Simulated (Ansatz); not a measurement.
**C4H7AlSSi: two geometries relaxed**

Are the two ends of the rotation by 180° about the C2–S3 bond separate minima, and which lies lower? Each is relaxed from a guess. SMILES of the start: C=[C](S)[AlH][C]#C[SiH3].

Method: RKS PBE0-D4/STO-3G, in Ansatz 0.2.0.

## (1) Starting point

Bond lengths: C1–C2 1.350 Å, C2–S3 1.762 Å, C2–Al4 1.948 Å, Al4–C5 1.893 Å, C5–C6 1.219 Å, C6–Si7 1.816 Å, C1–H8 1.025 Å, C1–H9 1.126 Å, S3–H10 1.377 Å, Al4–H11 1.679 Å, Si7–H12 1.485 Å, Si7–H13 1.512 Å, Si7–H14 1.419 Å. Angles (14 of 18 angles, heavy atoms first): C1–C2–S3 117.7°, C1–C2–Al4 126.0°, S3–C2–Al4 116.2°, C2–Al4–C5 123.7°, Al4–C5–C6 177.8°, C5–C6–Si7 178.2°, C2–C1–H8 121.9°, C2–C1–H9 115.4°, C2–S3–H10 94.1°, C2–Al4–H11 117.3°, C5–Al4–H11 119.0°, C6–Si7–H12 108.7°, C6–Si7–H13 107.8°, C6–Si7–H14 110.2°.

Structure file:

```xyz
14

C    -0.9305   -3.3426    1.1018
C    -0.3522   -2.1657    0.7808
S     1.4020   -2.0525    0.9053
Al   -1.2767   -0.5657    0.1659
C    -0.3952    1.0442   -0.2964
C     0.1999    2.0760   -0.5576
Si    1.1284    3.5812   -0.9700
H    -0.3806   -4.1477    1.4191
H    -2.0549   -3.3582    1.0530
H     1.6193   -2.4712   -0.3888
H    -2.9507   -0.6371    0.0564
H     0.7045    4.6675   -0.0509
H     0.7533    3.9856   -2.3782
H     2.5203    3.3568   -0.8115
```

## (2) Relaxing end A

Input file input.yaml:

```yaml
crystal:
  periodic: [false, false, false]
  atoms:
    - { symbol: C, position_ang: [-0.9305, -3.3426, 1.1018] }
    - { symbol: C, position_ang: [-0.3522, -2.1657, 0.7808] }
    - { symbol: S, position_ang: [1.402, -2.0525, 0.9053] }
    - { symbol: Al, position_ang: [-1.2767, -0.5657, 0.1659] }
    - { symbol: C, position_ang: [-0.3952, 1.0442, -0.2964] }
    - { symbol: C, position_ang: [0.1999, 2.076, -0.5576] }
    - { symbol: Si, position_ang: [1.1284, 3.5812, -0.97] }
    - { symbol: H, position_ang: [-0.3806, -4.1477, 1.4191] }
    - { symbol: H, position_ang: [-2.0549, -3.3582, 1.053] }
    - { symbol: H, position_ang: [1.6193, -2.4712, -0.3888] }
    - { symbol: H, position_ang: [-2.9507, -0.6371, 0.0564] }
    - { symbol: H, position_ang: [0.7045, 4.6675, -0.0509] }
    - { symbol: H, position_ang: [0.7533, 3.9856, -2.3782] }
    - { symbol: H, position_ang: [2.5203, 3.3568, -0.8115] }
basis:
  gaussian: { orbitals: STO-3G }
hamiltonian:
  xc: pbe0
  dispersion: d4
relax:
  f_tol: 0.015
  max_steps: 40
```

Command:

```
> ansatz run input.yaml --threads 1 --pin off --max-ram 2048MiB --backend cpu --events-out ev --progress --plain --runs-dir out
```

The log of the run, shortened:

```text
Warning: RAYON_NUM_THREADS=1 ignored (pool sized by the plan → 1); use --threads N
[...]
Functional definition: PBE0
[...]
732 factors; integrals over basis functions are off by at most 2.4e-5 eV
[...]
mean field -29212.50331205 eV, -1073.5396957718 hartree, gradient 3.7e-5 eV, S^2 0.000000; 0 other end points of the search recorded, 0 dependent functions left out
[...]
reference -29212.50333493 eV, -1073.5396966128 hartree; 37, 37 occupied and 17, 17 virtual orbitals, 732 factors
relax step   1: F+E_penalty+E_count = -29212.82242705 eV  Δ(F+E_penalty+E_count) = +0.000e0 eV  max|allowed force component| = 4.607e0 eV/Å  Δτ_max = 0.0000 Å  (23 SCF iters, accepted)
[...]
relax step   4: F+E_penalty+E_count = -29213.59289086 eV  Δ(F+E_penalty+E_count) = -1.451e-1 eV  max|allowed force component| = 1.008e0 eV/Å  Δτ_max = 0.2000 Å  (27 SCF iters, accepted)
[...]
relax step   7: F+E_penalty+E_count = -29213.81209391 eV  Δ(F+E_penalty+E_count) = -5.309e-2 eV  max|allowed force component| = 8.498e-1 eV/Å  Δτ_max = 0.1976 Å  (26 SCF iters, accepted)
[...]
relax step  10: F+E_penalty+E_count = -29213.91756374 eV  Δ(F+E_penalty+E_count) = -1.456e-2 eV  max|allowed force component| = 2.777e-1 eV/Å  Δτ_max = 0.2000 Å  (27 SCF iters, accepted)
[...]
relax step  11: F+E_penalty+E_count = -29213.92930519 eV  Δ(F+E_penalty+E_count) = -1.174e-2 eV  max|allowed force component| = 4.372e-1 eV/Å  Δτ_max = 0.2000 Å  (27 SCF iters, accepted)
[...]
relax step  12: F+E_penalty+E_count = -29213.93633089 eV  Δ(F+E_penalty+E_count) = -7.026e-3 eV  max|allowed force component| = 1.430e-1 eV/Å  Δτ_max = 0.0506 Å  (28 SCF iters, accepted)
[...]
734 factors; integrals over basis functions are off by at most 3.0e-5 eV
[...]
```

## (3) More of the same log: end point A relaxed

Output, continued:

```text
mean field -29213.60409844 eV, -1073.5801489255 hartree, gradient 1.5e-5 eV, S^2 0.000000; 0 other end points of the search recorded, 0 dependent functions left out
the calculation of the forces begins
reference -29213.60412025 eV, -1073.5801497271 hartree; 37, 37 occupied and 17, 17 virtual orbitals, 734 factors
relax step  13: F+E_penalty+E_count = -29213.93395109 eV  Δ(F+E_penalty+E_count) = +2.380e-3 eV  max|allowed force component| = 4.252e-1 eV/Å  Δτ_max = 0.0616 Å  (28 SCF iters, rejected (line search))
these checks for a lower state are left out or cut short: starts, cluster_reference, orbital_swaps, neighbouring_geometries, increment
734 factors; integrals over basis functions are off by at most 3.1e-5 eV
mean field -29213.60755873 eV, -1073.5802760889 hartree, gradient 1.5e-5 eV, S^2 0.000000; 0 other end points of the search recorded, 0 dependent functions left out
the calculation of the forces begins
reference -29213.60758052 eV, -1073.5802768898 hartree; 37, 37 occupied and 17, 17 virtual orbitals, 734 factors
relax step  14: F+E_penalty+E_count = -29213.93819575 eV  Δ(F+E_penalty+E_count) = -1.865e-3 eV  max|allowed force component| = 3.067e-2 eV/Å  Δτ_max = 0.0301 Å  (28 SCF iters, accepted)
these checks for a lower state are left out or cut short: starts, cluster_reference, orbital_swaps, neighbouring_geometries, increment
734 factors; integrals over basis functions are off by at most 3.2e-5 eV
mean field -29213.60868531 eV, -1073.5803174899 hartree, gradient 1.5e-5 eV, S^2 0.000000; 0 other end points of the search recorded, 0 dependent functions left out
the calculation of the forces begins
reference -29213.60870709 eV, -1073.5803182903 hartree; 37, 37 occupied and 17, 17 virtual orbitals, 734 factors
relax step  15: F+E_penalty+E_count = -29213.93959733 eV  Δ(F+E_penalty+E_count) = -1.402e-3 eV  max|allowed force component| = 7.429e-2 eV/Å  Δτ_max = 0.0521 Å  (27 SCF iters, accepted)
these checks for a lower state are left out or cut short: starts, cluster_reference, orbital_swaps, neighbouring_geometries, increment
734 factors; integrals over basis functions are off by at most 3.7e-5 eV
mean field -29213.60948710 eV, -1073.5803469552 hartree, gradient 1.6e-5 eV, S^2 0.000000; 0 other end points of the search recorded, 0 dependent functions left out
the calculation of the forces begins
reference -29213.60950880 eV, -1073.5803477525 hartree; 37, 37 occupied and 17, 17 virtual orbitals, 734 factors
relax step  16: F+E_penalty+E_count = -29213.94160178 eV  Δ(F+E_penalty+E_count) = -2.004e-3 eV  max|allowed force component| = 1.568e-1 eV/Å  Δτ_max = 0.1464 Å  (26 SCF iters, accepted)
these checks for a lower state are left out or cut short: starts, cluster_reference, orbital_swaps, neighbouring_geometries, increment
735 factors; integrals over basis functions are off by at most 3.3e-5 eV
mean field -29213.61020032 eV, -1073.5803731657 hartree, gradient 1.4e-5 eV, S^2 0.000000; 0 other end points of the search recorded, 0 dependent functions left out
the calculation of the forces begins
reference -29213.61022200 eV, -1073.5803739623 hartree; 37, 37 occupied and 17, 17 virtual orbitals, 735 factors
relax step  17: F+E_penalty+E_count = -29213.94271729 eV  Δ(F+E_penalty+E_count) = -1.116e-3 eV  max|allowed force component| = 1.228e-1 eV/Å  Δτ_max = 0.0244 Å  (28 SCF iters, accepted)
these checks for a lower state are left out or cut short: starts, cluster_reference, orbital_swaps, neighbouring_geometries, increment
735 factors; integrals over basis functions are off by at most 3.2e-5 eV
mean field evaluation 128: about -29213.7156 eV, gradient 5.0e-3 eV
mean field -29213.61036476 eV, -1073.5803792087 hartree, gradient 1.6e-5 eV, S^2 0.000000; 0 other end points of the search recorded, 0 dependent functions left out
the calculation of the forces begins
reference -29213.61038644 eV, -1073.5803800054 hartree; 37, 37 occupied and 17, 17 virtual orbitals, 735 factors
relax step  18: F+E_penalty+E_count = -29213.94339819 eV  Δ(F+E_penalty+E_count) = -6.809e-4 eV  max|allowed force component| = 6.167e-2 eV/Å  Δτ_max = 0.0327 Å  (27 SCF iters, accepted)
these checks for a lower state are left out or cut short: starts, cluster_reference, orbital_swaps, neighbouring_geometries, increment
735 factors; integrals over basis functions are off by at most 3.2e-5 eV
mean field -29213.61051777 eV, -1073.5803848317 hartree, gradient 1.4e-5 eV, S^2 0.000000; 0 other end points of the search recorded, 0 dependent functions left out
the calculation of the forces begins
reference -29213.61053947 eV, -1073.5803856290 hartree; 37, 37 occupied and 17, 17 virtual orbitals, 735 factors
relax step  19: F+E_penalty+E_count = -29213.94374468 eV  Δ(F+E_penalty+E_count) = -3.465e-4 eV  max|allowed force component| = 3.356e-2 eV/Å  Δτ_max = 0.0253 Å  (28 SCF iters, accepted)
these checks for a lower state are left out or cut short: starts, cluster_reference, orbital_swaps, neighbouring_geometries, increment
735 factors; integrals over basis functions are off by at most 3.2e-5 eV
mean field -29213.61058249 eV, -1073.5803872101 hartree, gradient 2.0e-5 eV, S^2 0.000000; 0 other end points of the search recorded, 0 dependent functions left out
the calculation of the forces begins
reference -29213.61060420 eV, -1073.5803880079 hartree; 37, 37 occupied and 17, 17 virtual orbitals, 735 factors
relax step  20: F+E_penalty+E_count = -29213.94383945 eV  Δ(F+E_penalty+E_count) = -9.476e-5 eV  max|allowed force component| = 2.780e-2 eV/Å  Δτ_max = 0.0138 Å  (22 SCF iters, accepted)
these checks for a lower state are left out or cut short: starts, cluster_reference, orbital_swaps, neighbouring_geometries, increment
735 factors; integrals over basis functions are off by at most 3.2e-5 eV
mean field -29213.61058312 eV, -1073.5803872333 hartree, gradient 1.8e-5 eV, S^2 0.000000; 0 other end points of the search recorded, 0 dependent functions left out
the calculation of the forces begins
reference -29213.61060484 eV, -1073.5803880314 hartree; 37, 37 occupied and 17, 17 virtual orbitals, 735 factors
relax step  21: F+E_penalty+E_count = -29213.94389364 eV  Δ(F+E_penalty+E_count) = -5.419e-5 eV  max|allowed force component| = 1.401e-2 eV/Å  Δτ_max = 0.0135 Å  (22 SCF iters, accepted)
735 factors; integrals over basis functions are off by at most 3.2e-5 eV
mean field evaluation 160: about -29213.7156 eV, gradient 2.4e-1 eV
mean field -29213.61058312 eV, -1073.5803872333 hartree, gradient 1.8e-5 eV, S^2 0.000000; 1 other end points of the search recorded, 0 dependent functions left out
the calculation of the forces begins
reference -29213.61060484 eV, -1073.5803880314 hartree; 37, 37 occupied and 17, 17 virtual orbitals, 735 factors
Total energy: -29213.94391536 eV, -1073.5926369670 hartree
Atom 0 at    -0.954785    -3.306352     1.003652 Å, force     0.000926     0.011461    -0.000994 eV/Å
Atom 1 at    -0.351245    -2.156478     0.656236 Å, force     0.014014    -0.009349     0.002305 eV/Å
Atom 2 at     1.423338    -2.087152     0.624709 Å, force    -0.009298     0.008934    -0.002721 eV/Å
Atom 3 at    -1.410759    -0.648727     0.210869 Å, force    -0.006547     0.005670     0.000630 eV/Å
Atom 4 at    -0.458423     0.883075    -0.262603 Å, force     0.003413     0.002169    -0.001500 eV/Å
Atom 5 at     0.195584     1.860174    -0.564320 Å, force    -0.005436    -0.001286     0.003240 eV/Å
Atom 6 at     1.162431     3.330953    -1.015489 Å, force     0.000578    -0.003089     0.000389 eV/Å
Atom 7 at    -0.417273    -4.221890     1.274109 Å, force     0.000963    -0.002758     0.000540 eV/Å
Atom 8 at    -2.045304    -3.391651     1.036458 Å, force    -0.001681    -0.001508    -0.001035 eV/Å
Atom 9 at     1.486247    -0.786271     0.236272 Å, force     0.000203    -0.008793     0.001248 eV/Å
Atom 10 at    -2.904366    -0.679463     0.237276 Å, force     0.003203    -0.000700    -0.001644 eV/Å
Atom 11 at     0.871587     4.403186    -0.092543 Å, force     0.000534    -0.000531    -0.001260 eV/Å
Atom 12 at     0.816908     3.746220    -2.354956 Å, force     0.000046     0.000080     0.000617 eV/Å
Atom 13 at     2.572960     3.024977    -0.960770 Å, force    -0.000916    -0.000300     0.000186 eV/Å
Dipole moment:    -0.108720     0.245751    -0.072834 e Å
```

Run time: 1.7 min. Hardware: 1 thread of Intel Xeon at 2.70GHz, shared host; peak memory 0.17 GiB.

The steps of the relaxation:

| step | energy from step 1 (eV) | largest force component (eV/Å) |
| --- | --- | --- |
| 1 | 0.0000 | 4.6071 |
| 2 | -0.6037 | 2.7627 |
| 3 | -0.6254 | 2.0144 |
| 4 | -0.7705 | 1.0083 |
| 5 | -0.8749 | 0.3388 |
| 6 | -0.9366 | 0.3501 |
| 7 | -0.9897 | 0.8498 |
| 8 | -1.0305 | 0.6330 |
| 9 | -1.0806 | 0.2721 |
| 10 | -1.0951 | 0.2777 |
| 11 | -1.1069 | 0.4372 |
| 12 | -1.1139 | 0.1430 |
| 13x | -1.1115 | 0.4252 |
| 14 | -1.1158 | 0.0307 |
| 15 | -1.1172 | 0.0743 |
| 16 | -1.1192 | 0.1568 |
| 17 | -1.1203 | 0.1228 |
| 18 | -1.1210 | 0.0617 |
| 19 | -1.1213 | 0.0336 |
| 20 | -1.1214 | 0.0278 |
| 21 | -1.1215 | 0.0140 |

Step 1 is the start. 1 step was tried and not accepted (marked x).

After: Bond lengths: C1–C2 1.344 Å, C2–S3 1.776 Å, C2–Al4 1.896 Å, Al4–C5 1.865 Å, C5–C6 1.214 Å, C6–Si7 1.817 Å, C1–H8 1.096 Å, C1–H9 1.094 Å, S3–H10 1.359 Å, Al4–H11 1.494 Å, Si7–H12 1.444 Å, Si7–H13 1.444 Å, Si7–H14 1.444 Å. Angles (14 of 18 angles, heavy atoms first): C1–C2–S3 119.1°, C1–C2–Al4 119.3°, S3–C2–Al4 121.5°, C2–Al4–C5 115.3°, Al4–C5–C6 178.1°, C5–C6–Si7 179.5°, C2–C1–H8 123.9°, C2–C1–H9 121.5°, C2–S3–H10 95.1°, C2–Al4–H11 122.6°, C5–Al4–H11 122.1°, C6–Si7–H12 109.6°, C6–Si7–H13 109.6°, C6–Si7–H14 109.8°.

## (4) End point B

The second end starts from a geometry with the move made by hand.

Edit input.yaml of step 2 so:

```diff
@@ -12,3 +12,3 @@
     - { symbol: H, position_ang: [-2.0549, -3.3582, 1.053] }
-    - { symbol: H, position_ang: [1.6193, -2.4712, -0.3888] }
+    - { symbol: H, position_ang: [1.37978, -1.62121, 2.21325] }
     - { symbol: H, position_ang: [-2.9507, -0.6371, 0.0564] }
@@ -25 +25,3 @@
   max_steps: 40
+output:
+  orbitals: {}
```

Command:

```
> ansatz run input.yaml --threads 1 --pin off --max-ram 2048MiB --backend cpu --events-out ev --progress --plain --runs-dir out
```

The log of the run, shortened:

```text
Warning: RAYON_NUM_THREADS=1 ignored (pool sized by the plan → 1); use --threads N
[...]
Functional definition: PBE0
[...]
733 factors; integrals over basis functions are off by at most 2.4e-5 eV
[...]
mean field -29212.50357751 eV, -1073.5397055276 hartree, gradient 3.7e-5 eV, S^2 0.000000; 0 other end points of the search recorded, 0 dependent functions left out
[...]
reference -29212.50360045 eV, -1073.5397063704 hartree; 37, 37 occupied and 17, 17 virtual orbitals, 733 factors
relax step   1: F+E_penalty+E_count = -29212.82266286 eV  Δ(F+E_penalty+E_count) = +0.000e0 eV  max|allowed force component| = 4.555e0 eV/Å  Δτ_max = 0.0000 Å  (23 SCF iters, accepted)
[...]
relax step   4: F+E_penalty+E_count = -29213.60160593 eV  Δ(F+E_penalty+E_count) = -8.628e-2 eV  max|allowed force component| = 4.914e-1 eV/Å  Δτ_max = 0.2000 Å  (26 SCF iters, accepted)
[...]
relax step   7: F+E_penalty+E_count = -29213.78803911 eV  Δ(F+E_penalty+E_count) = -8.905e-2 eV  max|allowed force component| = 7.716e-1 eV/Å  Δτ_max = 0.2000 Å  (27 SCF iters, accepted)
[...]
relax step  10: F+E_penalty+E_count = -29213.91990172 eV  Δ(F+E_penalty+E_count) = -2.004e-2 eV  max|allowed force component| = 2.749e-1 eV/Å  Δτ_max = 0.2000 Å  (27 SCF iters, accepted)
[...]
relax step  11: F+E_penalty+E_count = -29213.93186825 eV  Δ(F+E_penalty+E_count) = -1.197e-2 eV  max|allowed force component| = 3.898e-1 eV/Å  Δτ_max = 0.2000 Å  (27 SCF iters, accepted)
[...]
relax step  12: F+E_penalty+E_count = -29213.93820561 eV  Δ(F+E_penalty+E_count) = -6.337e-3 eV  max|allowed force component| = 2.894e-1 eV/Å  Δτ_max = 0.1487 Å  (27 SCF iters, accepted)
[...]
735 factors; integrals over basis functions are off by at most 3.9e-5 eV
[...]
```

## (5) The log goes on: end point B relaxed

Output, continued, shortened:

```text
mean field -29213.60978295 eV, -1073.5803578276 hartree, gradient 1.5e-5 eV, S^2 0.000000; 0 other end points of the search recorded, 0 dependent functions left out
[...]
reference -29213.60980471 eV, -1073.5803586273 hartree; 37, 37 occupied and 17, 17 virtual orbitals, 735 factors
relax step  13: F+E_penalty+E_count = -29213.94169492 eV  Δ(F+E_penalty+E_count) = -3.489e-3 eV  max|allowed force component| = 9.724e-2 eV/Å  Δτ_max = 0.0498 Å  (27 SCF iters, accepted)
[...]
relax step  18: F+E_penalty+E_count = -29213.94389153 eV  Δ(F+E_penalty+E_count) = -3.523e-5 eV  max|allowed force component| = 3.649e-2 eV/Å  Δτ_max = 0.0038 Å  (21 SCF iters, accepted)
[...]
relax step  19: F+E_penalty+E_count = -29213.94392355 eV  Δ(F+E_penalty+E_count) = -3.203e-5 eV  max|allowed force component| = 6.118e-3 eV/Å  Δτ_max = 0.0031 Å  (19 SCF iters, accepted)
[...]
Atom 4 at    -0.469963     0.904829    -0.199363 Å, force    -0.000463    -0.000368    -0.000058 eV/Å
Atom 5 at     0.179271     1.904078    -0.430249 Å, force     0.000460     0.001297    -0.000459 eV/Å
Atom 6 at     1.142958     3.404407    -0.778772 Å, force     0.000196    -0.000395     0.000301 eV/Å
Atom 7 at    -0.442424    -4.115690     1.589659 Å, force     0.001777    -0.006118     0.002407 eV/Å
Atom 8 at    -2.042344    -3.395471     1.026558 Å, force    -0.000586     0.001832    -0.000847 eV/Å
Atom 9 at     1.438933    -0.624370     0.711087 Å, force     0.001006     0.000237    -0.000020 eV/Å
Atom 10 at    -2.881608    -0.780911    -0.063065 Å, force    -0.000614    -0.000410     0.000098 eV/Å
Atom 11 at     0.700756     4.475144     0.083741 Å, force    -0.000042     0.000079     0.000019 eV/Å
Atom 12 at     0.955419     3.792654    -2.157180 Å, force    -0.000159     0.000013    -0.000183 eV/Å
Atom 13 at     2.544958     3.150412    -0.542130 Å, force     0.000151     0.000160     0.000119 eV/Å
Dipole moment:    -0.106124     0.235194    -0.103779 e Å
```

Run time: 96 s. Hardware: 1 thread of Intel Xeon at 2.70GHz, shared host; peak memory 0.17 GiB.

Relaxation path:

| step | energy from step 1 (eV) | largest force component (eV/Å) |
| --- | --- | --- |
| 1 | 0.0000 | 4.5548 |
| 2 | -0.6174 | 2.7533 |
| 3 | -0.6927 | 1.1599 |
| 4 | -0.7789 | 0.4914 |
| 5 | -0.8237 | 0.4069 |
| 6 | -0.8763 | 0.5931 |
| 7 | -0.9654 | 0.7716 |
| 8 | -1.0390 | 0.6549 |
| 9 | -1.0772 | 0.4145 |
| 10 | -1.0972 | 0.2749 |
| 11 | -1.1092 | 0.3898 |
| 12 | -1.1155 | 0.2894 |
| 13 | -1.1190 | 0.0972 |
| 14 | -1.1198 | 0.0469 |
| 15 | -1.1208 | 0.0480 |
| 16 | -1.1209 | 0.0652 |
| 17 | -1.1212 | 0.0332 |
| 18 | -1.1212 | 0.0365 |
| 19 | -1.1213 | 0.0061 |

Step 1 is the start.

After: Bond lengths: C1–C2 1.344 Å, C2–S3 1.776 Å, C2–Al4 1.896 Å, Al4–C5 1.865 Å, C5–C6 1.214 Å, C6–Si7 1.817 Å, C1–H8 1.095 Å, C1–H9 1.094 Å, S3–H10 1.359 Å, Al4–H11 1.494 Å, Si7–H12 1.444 Å, Si7–H13 1.444 Å, Si7–H14 1.444 Å. Angles (14 of 18 angles, heavy atoms first): C1–C2–S3 119.1°, C1–C2–Al4 119.3°, S3–C2–Al4 121.6°, C2–Al4–C5 115.2°, Al4–C5–C6 178.0°, C5–C6–Si7 179.7°, C2–C1–H8 123.9°, C2–C1–H9 121.5°, C2–S3–H10 95.1°, C2–Al4–H11 122.6°, C5–Al4–H11 122.2°, C6–Si7–H12 109.6°, C6–Si7–H13 109.6°, C6–Si7–H14 109.8°.

## (6) Outcome

| quantity | value |
| --- | --- |
| end A | 19 moves, 1.121 eV lower |
| end B | 18 moves, 1.121 eV lower |
| largest difference between the ends | 0.07 Å |
| end B relative to end A | -0.000 eV |

In words: The two relaxations end at one structure, within 0.07 Å: no second minimum was found from this start, which doesn't rule one out. The basis is very small, so the numbers are rough.
